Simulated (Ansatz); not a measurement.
# A workflow on AlSiH4O2F (SMILES [OH][Al]([F])[O][SiH3])

We compute energy and forces (r2SCAN/splines), then energy and gradient (r2SCAN/cc-pVDZ), then energy and forces (r2SCAN/cc-pVTZ), then energy and forces (r2SCAN/aug-cc-pVTZ), then energy and gradient (r2SCAN/pcseg-2), then energy and gradient (r2SCAN/6-31G*) of AlSiH4O2F. 

The results are computed with Ansatz 0.2.0.

## (1) The system as given

The species is AlSiH4O2F (9 atoms), meant as a singlet with charge 0. As SMILES, `[OH][Al]([F])[O][SiH3]`. The coordinates come from a PBE0-D4/def2-TZVP relaxation. This is one conformer, not always the lowest.

Bond lengths: O1–Al2 1.679 Å, Al2–F3 1.638 Å, Al2–O4 1.669 Å, O4–Si5 1.627 Å, O1–H6 0.955 Å, Si5–H7 1.486 Å, Si5–H8 1.486 Å, Si5–H9 1.486 Å. Some angles: O1–Al2–F3 117.2°, O1–Al2–O4 123.0°, F3–Al2–O4 119.8°, Al2–O4–Si5 167.2°, Al2–O1–H6 123.0°, O4–Si5–H7 110.3°, O4–Si5–H8 110.0°, O4–Si5–H9 109.4°, H7–Si5–H8 109.1°, H7–Si5–H9 108.9°.

## (2) Energy and gradient at r2SCAN/splines (accuracy low) (run 1)

input.yaml reads:

```yaml
crystal:
  periodic: [false, false, false]
  atoms:
    - {symbol: O, position_ang: [2.156000, 0.918300, 1.557400]}
    - {symbol: Al, position_ang: [1.515000, -0.063600, 0.355100]}
    - {symbol: F, position_ang: [2.548000, -1.072800, -0.418100]}
    - {symbol: O, position_ang: [-0.099300, -0.046600, -0.068400]}
    - {symbol: Si, position_ang: [-1.569900, -0.278200, -0.725000]}
    - {symbol: H, position_ang: [1.628800, 1.537000, 2.059500]}
    - {symbol: H, position_ang: [-1.489900, -0.208300, -2.207600]}
    - {symbol: H, position_ang: [-2.100900, -1.608600, -0.328200]}
    - {symbol: H, position_ang: [-2.499100, 0.776500, -0.241700]}
basis:
  splines: {}
hamiltonian:
  xc: r2scan
accuracy: low
output: {forces: true}
```

The run is started by

```sh
$ ansatz run input.yaml --threads 1 --pin off --max-ram 2610MiB --events-out events.jsonl --progress --plain --runs-dir runs
```

The log of the run:

```text
Error: memory limit exceeded: the `solve on splines` phase needs 2.66 GiB against a 2.32 GiB budget; largest carriers: lattices 1.73 GiB, atoms' tables 0.81 GiB, stability analysis 0.10 GiB, threads' scratch 0.02 GiB; a lower accuracy has fewer points, and so has a vacuum nearer to its least
raise --max-ram-frac (at most 1; over 0.88 where none was typed) and, where it was typed, --max-ram, as far as the host has headroom, free memory on the host or within its container's limit, run where the host or its container's limit has more memory, or run on fewer --threads, or lower what the refusal names above (a resume cannot: its deck is fixed)
```

It took 0.12 s on 1 thread of Intel Xeon at 2.50GHz (Skylake/Cascade Lake), shared host.

The program refused the input.

## (3) Energy and forces at r2SCAN/cc-pVDZ (run 2)

job.yaml reads:

```yaml
crystal:
  periodic: [false, false, false]
  atoms:
    - symbol: O
      position_ang: [2.156000, 0.918300, 1.557400]
    - symbol: Al
      position_ang: [1.515000, -0.063600, 0.355100]
    - symbol: F
      position_ang: [2.548000, -1.072800, -0.418100]
    - symbol: O
      position_ang: [-0.099300, -0.046600, -0.068400]
    - symbol: Si
      position_ang: [-1.569900, -0.278200, -0.725000]
    - symbol: H
      position_ang: [1.628800, 1.537000, 2.059500]
    - symbol: H
      position_ang: [-1.489900, -0.208300, -2.207600]
    - symbol: H
      position_ang: [-2.100900, -1.608600, -0.328200]
    - symbol: H
      position_ang: [-2.499100, 0.776500, -0.241700]
basis:
  gaussian: {orbitals: cc-pVDZ}
output: {forces: true, orbitals: {seedname: orbitals}}
hamiltonian: {xc: r2scan}
```

The run is started by

```sh
$ ansatz run job.yaml --threads 1 --pin off --max-ram 2610MiB --events-out events.jsonl --progress --plain --runs-dir runs
```

The log of the run (excerpt; [...] marks lines left out):

```text
Warning: RAYON_NUM_THREADS=1 ignored (pool sized by the plan → 1); use --threads N
Functional definition: r2SCAN
  name "r2SCAN"
[...]
1129 factors; their error is unknown
[...]
mean field -21351.62244921 eV, -784.6576523590 hartree, gradient 9.4e-6 eV, S^2 0.000000; 0 other end points of the search recorded, 0 dependent functions left out
[...]
reference -21351.62246424 eV, -784.6576529112 hartree; 28, 28 occupied and 70, 70 virtual orbitals, 1129 factors
Total energy: -21351.62246424 eV, -784.6576529112 hartree
Atom 0 at     2.156000     0.918300     1.557400 Å, force     0.631902     0.320863     0.508867 eV/Å
Atom 1 at     1.515000    -0.063600     0.355100 Å, force    -0.212166     0.288772     0.243513 eV/Å
Atom 2 at     2.548000    -1.072800    -0.418100 Å, force     0.912343    -0.886703    -0.677575 eV/Å
Atom 3 at    -0.099300    -0.046600    -0.068400 Å, force     0.300356     0.246078     0.352004 eV/Å
Atom 4 at    -1.569900    -0.278200    -0.725000 Å, force    -1.170792    -0.203755    -0.544509 eV/Å
Atom 5 at     1.628800     1.537000     2.059500 Å, force    -0.223502     0.267395     0.218522 eV/Å
Atom 6 at    -1.489900    -0.208300    -2.207600 Å, force    -0.003402     0.009122    -0.219047 eV/Å
Atom 7 at    -2.100900    -1.608600    -0.328200 Å, force    -0.089626    -0.191677     0.052815 eV/Å
Atom 8 at    -2.499100     0.776500    -0.241700 Å, force    -0.145114     0.149904     0.065410 eV/Å
Dipole moment:    -0.342248     0.277562     0.195396 e Å
```

Wall time 10 s (1 thread of Intel Xeon at 2.50GHz (Skylake/Cascade Lake), shared host); peak memory 0.16 GiB.

## (4) Energy and gradient at r2SCAN/cc-pVTZ (run 3)

job.yaml reads:

```yaml
crystal:
  periodic: [false, false, false]
  atoms:
    - {symbol: O, position_ang: [2.156000, 0.918300, 1.557400]}
    - {symbol: Al, position_ang: [1.515000, -0.063600, 0.355100]}
    - {symbol: F, position_ang: [2.548000, -1.072800, -0.418100]}
    - {symbol: O, position_ang: [-0.099300, -0.046600, -0.068400]}
    - {symbol: Si, position_ang: [-1.569900, -0.278200, -0.725000]}
    - {symbol: H, position_ang: [1.628800, 1.537000, 2.059500]}
    - {symbol: H, position_ang: [-1.489900, -0.208300, -2.207600]}
    - {symbol: H, position_ang: [-2.100900, -1.608600, -0.328200]}
    - {symbol: H, position_ang: [-2.499100, 0.776500, -0.241700]}
basis:
  gaussian:
    orbitals: cc-pVTZ
hamiltonian:
  xc: r2scan
output: {forces: true, orbitals: {seedname: orbitals}}
```

The run is started by

```sh
$ ansatz run job.yaml --threads 1 --pin off --max-ram 2610MiB --events-out events.jsonl --progress --plain --runs-dir runs
```

The log of the run (excerpt; [...] marks lines left out):

```text
Warning: RAYON_NUM_THREADS=1 ignored (pool sized by the plan → 1); use --threads N
[... 2 set-up lines as earlier in the session ...]
[...]
1268 factors; their error is unknown
[...]
mean field -21355.69300950 eV, -784.8072426907 hartree, gradient 1.4e-5 eV, S^2 0.000000; 0 other end points of the search recorded, 0 dependent functions left out
[...]
reference -21355.69302609 eV, -784.8072433001 hartree; 28, 28 occupied and 186, 186 virtual orbitals, 1268 factors
Total energy: -21355.69302609 eV, -784.8072433001 hartree
Atom 0 at     2.156000     0.918300     1.557400 Å, force     0.159225     0.110581     0.159495 eV/Å
Atom 1 at     1.515000    -0.063600     0.355100 Å, force    -0.053410     0.094407     0.083310 eV/Å
Atom 2 at     2.548000    -1.072800    -0.418100 Å, force     0.251568    -0.231005    -0.172599 eV/Å
Atom 3 at    -0.099300    -0.046600    -0.068400 Å, force    -0.052932     0.037972     0.028865 eV/Å
Atom 4 at    -1.569900    -0.278200    -0.725000 Å, force    -0.213765    -0.034508    -0.096793 eV/Å
Atom 5 at     1.628800     1.537000     2.059500 Å, force    -0.033592     0.030490     0.022867 eV/Å
Atom 6 at    -1.489900    -0.208300    -2.207600 Å, force    -0.012433    -0.000779    -0.026174 eV/Å
Atom 7 at    -2.100900    -1.608600    -0.328200 Å, force    -0.019460    -0.019070     0.000281 eV/Å
Atom 8 at    -2.499100     0.776500    -0.241700 Å, force    -0.025200     0.011912     0.000749 eV/Å
Dipole moment:    -0.307663     0.260095     0.187311 e Å
```

Wall time 22 s (1 thread of Intel Xeon at 2.50GHz (Skylake/Cascade Lake), shared host); peak memory 0.27 GiB.

## (5) Energy and forces at r2SCAN/aug-cc-pVTZ (run 5)

in.yaml reads:

```yaml
basis:
  gaussian:
    orbitals: aug-cc-pVTZ
crystal:
  periodic: [false, false, false]
  atoms:
    - {symbol: O, position_ang: [2.156000, 0.918300, 1.557400]}
    - {symbol: Al, position_ang: [1.515000, -0.063600, 0.355100]}
    - {symbol: F, position_ang: [2.548000, -1.072800, -0.418100]}
    - {symbol: O, position_ang: [-0.099300, -0.046600, -0.068400]}
    - {symbol: Si, position_ang: [-1.569900, -0.278200, -0.725000]}
    - {symbol: H, position_ang: [1.628800, 1.537000, 2.059500]}
    - {symbol: H, position_ang: [-1.489900, -0.208300, -2.207600]}
    - {symbol: H, position_ang: [-2.100900, -1.608600, -0.328200]}
    - {symbol: H, position_ang: [-2.499100, 0.776500, -0.241700]}
output: {forces: true, orbitals: {seedname: orbitals}}
hamiltonian:
  xc: {name: r2SCAN}
```

The run is started by

```sh
$ ansatz run in.yaml --threads 1 --pin off --max-ram 2610MiB --events-out events.jsonl --progress --plain --runs-dir runs
```

The log of the run (excerpt; [...] marks lines left out):

```text
Warning: RAYON_NUM_THREADS=1 ignored (pool sized by the plan → 1); use --threads N
[... 2 set-up lines as earlier in the session ...]
[...]
1586 factors; their error is unknown
[...]
mean field -21355.91459800 eV, -784.8153859177 hartree, gradient 2.4e-5 eV, S^2 0.000000; 0 other end points of the search recorded, 0 dependent functions left out
[...]
reference -21355.91462036 eV, -784.8153867394 hartree; 28, 28 occupied and 302, 302 virtual orbitals, 1586 factors
Total energy: -21355.91462036 eV, -784.8153867394 hartree
Atom 0 at     2.156000     0.918300     1.557400 Å, force     0.143856     0.121249     0.166545 eV/Å
Atom 1 at     1.515000    -0.063600     0.355100 Å, force    -0.104008     0.040549     0.013332 eV/Å
Atom 2 at     2.548000    -1.072800    -0.418100 Å, force     0.214325    -0.193022    -0.143108 eV/Å
Atom 3 at    -0.099300    -0.046600    -0.068400 Å, force     0.052843     0.029510     0.049093 eV/Å
Atom 4 at    -1.569900    -0.278200    -0.725000 Å, force    -0.236076    -0.026925    -0.096049 eV/Å
Atom 5 at     1.628800     1.537000     2.059500 Å, force    -0.018694     0.039611     0.036318 eV/Å
Atom 6 at    -1.489900    -0.208300    -2.207600 Å, force    -0.010097    -0.001143    -0.024265 eV/Å
Atom 7 at    -2.100900    -1.608600    -0.328200 Å, force    -0.017268    -0.018371    -0.000012 eV/Å
Atom 8 at    -2.499100     0.776500    -0.241700 Å, force    -0.024882     0.008543    -0.001855 eV/Å
Dipole moment:    -0.325326     0.252243     0.174546 e Å
```

Run time: 50 s. Hardware: 1 thread of Intel Xeon at 2.50GHz (Skylake/Cascade Lake), shared host; peak memory 0.58 GiB.

## (6) Energy and gradient at r2SCAN/pcseg-2 (run 6)

molecule.yaml reads:

```yaml
crystal:
  periodic: [false, false, false]
  atoms:
    - {symbol: O, position_ang: [2.156000, 0.918300, 1.557400]}
    - {symbol: Al, position_ang: [1.515000, -0.063600, 0.355100]}
    - {symbol: F, position_ang: [2.548000, -1.072800, -0.418100]}
    - {symbol: O, position_ang: [-0.099300, -0.046600, -0.068400]}
    - {symbol: Si, position_ang: [-1.569900, -0.278200, -0.725000]}
    - {symbol: H, position_ang: [1.628800, 1.537000, 2.059500]}
    - {symbol: H, position_ang: [-1.489900, -0.208300, -2.207600]}
    - {symbol: H, position_ang: [-2.100900, -1.608600, -0.328200]}
    - {symbol: H, position_ang: [-2.499100, 0.776500, -0.241700]}
basis:
  gaussian:
    orbitals: pcseg-2
hamiltonian:
  xc: r2scan
output: {forces: true, orbitals: {seedname: orbitals}}
```

The run is started by

```sh
$ ansatz run molecule.yaml --threads 1 --pin off --max-ram 2610MiB --events-out events.jsonl --progress --plain --runs-dir runs
```

The log of the run (excerpt; [...] marks lines left out):

```text
Warning: RAYON_NUM_THREADS=1 ignored (pool sized by the plan → 1); use --threads N
[... 2 set-up lines as earlier in the session ...]
[...]
1189 factors; their error is unknown
[...]
mean field -21356.32344105 eV, -784.8304106227 hartree, gradient 2.0e-5 eV, S^2 0.000000; 0 other end points of the search recorded, 0 dependent functions left out
[...]
reference -21356.32346181 eV, -784.8304113855 hartree; 28, 28 occupied and 186, 186 virtual orbitals, 1189 factors
Total energy: -21356.32346181 eV, -784.8304113855 hartree
Atom 0 at     2.156000     0.918300     1.557400 Å, force    -0.030309     0.008146     0.000783 eV/Å
Atom 1 at     1.515000    -0.063600     0.355100 Å, force     0.063411    -0.030142    -0.014736 eV/Å
Atom 2 at     2.548000    -1.072800    -0.418100 Å, force    -0.015672     0.018381     0.015480 eV/Å
Atom 3 at    -0.099300    -0.046600    -0.068400 Å, force    -0.008197    -0.014181    -0.017838 eV/Å
Atom 4 at    -1.569900    -0.278200    -0.725000 Å, force    -0.045560     0.008122    -0.002576 eV/Å
Atom 5 at     1.628800     1.537000     2.059500 Å, force     0.028142     0.012274     0.020601 eV/Å
Atom 6 at    -1.489900    -0.208300    -2.207600 Å, force    -0.012860    -0.004609     0.040684 eV/Å
Atom 7 at    -2.100900    -1.608600    -0.328200 Å, force     0.006351     0.039935    -0.018460 eV/Å
Atom 8 at    -2.499100     0.776500    -0.241700 Å, force     0.014694    -0.037926    -0.023938 eV/Å
Dipole moment:    -0.354537     0.259510     0.173481 e Å
```

Run time: 20 s. Hardware: 1 thread of Intel Xeon at 2.50GHz (Skylake/Cascade Lake), shared host; peak memory 0.27 GiB.

## (7) Energy and forces at r2SCAN/6-31G(d) (Cartesian functions) (run 8)

job.yaml reads:

```yaml
crystal:
  periodic: [false, false, false]
  atoms:
    - symbol: O
      position_ang: [2.156000, 0.918300, 1.557400]
    - symbol: Al
      position_ang: [1.515000, -0.063600, 0.355100]
    - symbol: F
      position_ang: [2.548000, -1.072800, -0.418100]
    - symbol: O
      position_ang: [-0.099300, -0.046600, -0.068400]
    - symbol: Si
      position_ang: [-1.569900, -0.278200, -0.725000]
    - symbol: H
      position_ang: [1.628800, 1.537000, 2.059500]
    - symbol: H
      position_ang: [-1.489900, -0.208300, -2.207600]
    - symbol: H
      position_ang: [-2.100900, -1.608600, -0.328200]
    - symbol: H
      position_ang: [-2.499100, 0.776500, -0.241700]
basis:
  gaussian:
    orbitals: "6-31G*"
hamiltonian:
  xc: r2scan
output: {forces: true, orbitals: {seedname: orbitals}}
```

The run is started by

```sh
$ ansatz run job.yaml --threads 1 --pin off --max-ram 2610MiB --events-out events.jsonl --progress --plain --runs-dir runs
```

The log of the run (excerpt; [...] marks lines left out):

```text
Warning: RAYON_NUM_THREADS=1 ignored (pool sized by the plan → 1); use --threads N
[... 2 set-up lines as earlier in the session ...]
[...]
988 factors; their error is unknown
[...]
mean field -21350.69696823 eV, -784.6236415601 hartree, gradient 1.2e-5 eV, S^2 0.000000; 0 other end points of the search recorded, 0 dependent functions left out
[...]
reference -21350.69698436 eV, -784.6236421529 hartree; 28, 28 occupied and 63, 63 virtual orbitals, 988 factors
Total energy: -21350.69698436 eV, -784.6236421529 hartree
Atom 0 at     2.156000     0.918300     1.557400 Å, force     0.428810    -0.002843     0.115287 eV/Å
Atom 1 at     1.515000    -0.063600     0.355100 Å, force     0.214991    -0.122828    -0.071327 eV/Å
Atom 2 at     2.548000    -1.072800    -0.418100 Å, force     0.167118    -0.139432    -0.099488 eV/Å
Atom 3 at    -0.099300    -0.046600    -0.068400 Å, force    -0.087143     0.102943     0.086054 eV/Å
Atom 4 at    -1.569900    -0.278200    -0.725000 Å, force    -0.272134    -0.061662    -0.134061 eV/Å
Atom 5 at     1.628800     1.537000     2.059500 Å, force    -0.241291     0.246846     0.191936 eV/Å
Atom 6 at    -1.489900    -0.208300    -2.207600 Å, force    -0.057328    -0.002468    -0.066614 eV/Å
Atom 7 at    -2.100900    -1.608600    -0.328200 Å, force    -0.073799    -0.043552    -0.011779 eV/Å
Atom 8 at    -2.499100     0.776500    -0.241700 Å, force    -0.079223     0.022997    -0.010007 eV/Å
Dipole moment:    -0.361028     0.264604     0.177204 e Å
```

Run time: 11 s. Hardware: 1 thread of Intel Xeon at 2.50GHz (Skylake/Cascade Lake), shared host; peak memory 0.15 GiB.

## (8) Outcome

```
                                           quantity                value
                run 2, r2SCAN/cc-pVDZ: total energy        -784.65765 Eh
               run 2, r2SCAN/cc-pVDZ: dipole moment               2.32 D
                 run 2, r2SCAN/cc-pVDZ: HOMO energy             -7.72 eV
                 run 2, r2SCAN/cc-pVDZ: LUMO energy             -1.17 eV
               run 2, r2SCAN/cc-pVDZ: HOMO–LUMO gap              6.55 eV
    run 2, r2SCAN/cc-pVDZ: largest force on an atom           1.441 eV/Å
                run 3, r2SCAN/cc-pVTZ: total energy        -784.80724 Eh
               run 3, r2SCAN/cc-pVTZ: dipole moment               2.13 D
                 run 3, r2SCAN/cc-pVTZ: HOMO energy             -7.83 eV
                 run 3, r2SCAN/cc-pVTZ: LUMO energy             -1.28 eV
               run 3, r2SCAN/cc-pVTZ: HOMO–LUMO gap              6.55 eV
    run 3, r2SCAN/cc-pVTZ: largest force on an atom           0.383 eV/Å
            run 5, r2SCAN/aug-cc-pVTZ: total energy        -784.81539 Eh
           run 5, r2SCAN/aug-cc-pVTZ: dipole moment               2.15 D
             run 5, r2SCAN/aug-cc-pVTZ: HOMO energy             -7.86 eV
             run 5, r2SCAN/aug-cc-pVTZ: LUMO energy             -1.50 eV
           run 5, r2SCAN/aug-cc-pVTZ: HOMO–LUMO gap              6.35 eV
run 5, r2SCAN/aug-cc-pVTZ: largest force on an atom           0.322 eV/Å
                run 6, r2SCAN/pcseg-2: total energy        -784.83041 Eh
               run 6, r2SCAN/pcseg-2: dipole moment               2.27 D
                 run 6, r2SCAN/pcseg-2: HOMO energy             -7.89 eV
                 run 6, r2SCAN/pcseg-2: LUMO energy             -1.35 eV
               run 6, r2SCAN/pcseg-2: HOMO–LUMO gap              6.54 eV
    run 6, r2SCAN/pcseg-2: largest force on an atom           0.072 eV/Å
                 run 8, r2SCAN/6-31G*: total energy        -784.62364 Eh
                run 8, r2SCAN/6-31G*: dipole moment               2.31 D
                              run 1, r2SCAN/splines  no result (refused)
```

In words: Mulliken charges (run 2, r2SCAN/cc-pVDZ) run from -0.63 on O4 to +1.00 on Al2. The largest force (run 8, r2SCAN/6-31G*) is 0.44 eV/Å: the shape isn't a stationary point for this species at this level. The largest force (run 5, r2SCAN/aug-cc-pVTZ) is 0.32 eV/Å: the shape isn't a stationary point for this species at this level. The largest force (run 3, r2SCAN/cc-pVTZ) is 0.38 eV/Å: the shape isn't a stationary point for this species at this level. The largest force (run 2, r2SCAN/cc-pVDZ) is 1.44 eV/Å: the shape isn't a stationary point for this species at this level. Mulliken charges (run 3, r2SCAN/cc-pVTZ) run from -0.38 on O1 to +0.65 on Al2; they depend strongly on the basis. 1 of the 6 runs did not end normally.
